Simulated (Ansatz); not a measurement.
# C2H8O2Zr: a ladder of functionals and wavefunction methods

One table from this session's results is given with a row withheld; the runs are named, their logs left out.

The runs use Ansatz 0.2.0, Gaussian basis; functionals in def2-TZVPP, the program's frozen cores in correlated methods.

Levels to be run: LDA (SPW92), PBE-D4, revPBE-D4, BLYP-D4, r2SCAN-D4, B97M-V, PBE0-D4, B3LYP-D4, r2SCANh-D4, r2SCAN0-D4, HSE06-D4, BHLYP-D4, CAM-B3LYP-D4, LC-ωPBE, ωB97X-V, ωB97M-V, B2PLYP, PBE-QIDH; CCSD(T)/def2-SVP; CCSD(T)/def2-TZVPP; MP2/def2-QZVPP; extrapolation to the limit; RPA on PBE.

## The relaxed structure

An earlier PBE0-D4 in a triple-zeta def2 set relaxation fixed the geometry. Zr takes the def2 core potential; no spin-orbit term is included.

SMILES `[CH3][Zr]([CH3])([OH])[OH]`, 13 atoms, charge 0, spin multiplicity 1.

Atoms are counted from 1 here; the program's logs count them from 0.

Bond lengths: C1–Zr2 2.230 Å, C1–H6 1.097 Å, C1–H7 1.097 Å, C1–H8 1.096 Å, Zr2–C3 2.230 Å, Zr2–O4 1.920 Å, Zr2–O5 1.920 Å, C3–H9 1.097 Å, C3–H10 1.096 Å, C3–H11 1.097 Å, O4–H12 0.952 Å, O5–H13 0.952 Å. Angles: Zr2–C1–H6 110.5°, Zr2–C1–H7 110.5°, Zr2–C1–H8 113.1°, H6–C1–H7 107.7°, H6–C1–H8 107.4°, H7–C1–H8 107.4°, C1–Zr2–C3 106.0°, C1–Zr2–O4 108.1°, C1–Zr2–O5 108.1°, C3–Zr2–O4 108.1°, C3–Zr2–O5 108.1°, O4–Zr2–O5 117.9°, Zr2–C3–H9 110.5°, Zr2–C3–H10 113.1°, Zr2–C3–H11 110.5°, H9–C3–H10 107.4°, H9–C3–H11 107.7°, H10–C3–H11 107.4° and more.

Set-up of the first run:

Input file in.yaml:

```yaml
crystal:
  periodic: [false, false, false]
  atoms:
    - {symbol: C, position_ang: [-1.804553, -0.757691, 0.022255]}
    - {symbol: Zr, position_ang: [0.083115, 0.359475, -0.381444]}
    - {symbol: C, position_ang: [1.550413, -0.341673, 1.144910]}
    - {symbol: O, position_ang: [0.727280, -0.164288, -2.112832]}
    - {symbol: O, position_ang: [-0.250824, 2.225374, -0.074860]}
    - {symbol: H, position_ang: [-2.161331, -0.554817, 1.039609]}
    - {symbol: H, position_ang: [-1.637470, -1.838577, -0.062428]}
    - {symbol: H, position_ang: [-2.614793, -0.496161, -0.667479]}
    - {symbol: H, position_ang: [1.180670, -0.135997, 2.157037]}
    - {symbol: H, position_ang: [2.531154, 0.137753, 1.050430]}
    - {symbol: H, position_ang: [1.704972, -1.424480, 1.060734]}
    - {symbol: H, position_ang: [1.030841, -0.178656, -3.015398]}
    - {symbol: H, position_ang: [-0.339476, 3.169719, -0.160534]}
basis:
  gaussian: {orbitals: def2-TZVPP}
hamiltonian: {xc: lda}
output: {orbitals: {seedname: orbitals}}
```

Started as:

```bash
$ ansatz run in.yaml --threads 4 --pin off --events-out ev --progress --plain --max-ram 11315MiB
```

Among the steps run: LDA; PBE-D4 (GGA); revPBE-D4 (GGA); BLYP-D4 (GGA); r2SCAN-D4 (meta-GGA); B97M-V (meta-GGA); PBE0-D4 (hybrid); B3LYP-D4 (hybrid); r2SCANh-D4 (hybrid); r2SCAN0-D4 (hybrid); HSE06-D4 (hybrid); BHLYP-D4 (hybrid); CAM-B3LYP-D4 (range-separated); LC-ωPBE (range-separated); ωB97X-V (range-separated); ωB97M-V (range-separated); B2PLYP (double hybrid); PBE-QIDH (double hybrid).

One of the session's tables, all rows but one given; the rest of the session is left out.

It belongs to the step «Frontier levels by functional». 

```
  functional  HOMO (eV)  gap (eV)
 LDA (SPW92)      -5.89      4.29
      PBE-D4      -5.77      4.41
   revPBE-D4      -5.72      4.46
     BLYP-D4          ?         ?
   r2SCAN-D4      -6.05      4.95
      B97M-V      -6.14      5.04
     PBE0-D4      -7.10      6.69
    B3LYP-D4      -6.88      6.20
  r2SCANh-D4      -6.55      5.78
  r2SCAN0-D4      -7.29      7.04
    HSE06-D4      -6.70      5.91
    BHLYP-D4      -8.34      8.64
CAM-B3LYP-D4      -8.50      8.94
     LC-ωPBE      -9.90     11.30
     ωB97X-V      -9.54     10.83
     ωB97M-V      -9.41     10.13
```

**Question.** Estimate the row for BLYP-D4.

Worked estimate for «HOMO (eV)». Against the share of exact exchange, B3LYP-D4 (0.2, -6.88), BHLYP-D4 (0.5, -8.34) give a slope of -4.87 per unit share; at 0 the line stands at -5.91.

The run gave: HOMO (eV): -5.65; gap (eV): 4.39. In «HOMO (eV)» the line misses by -0.26.
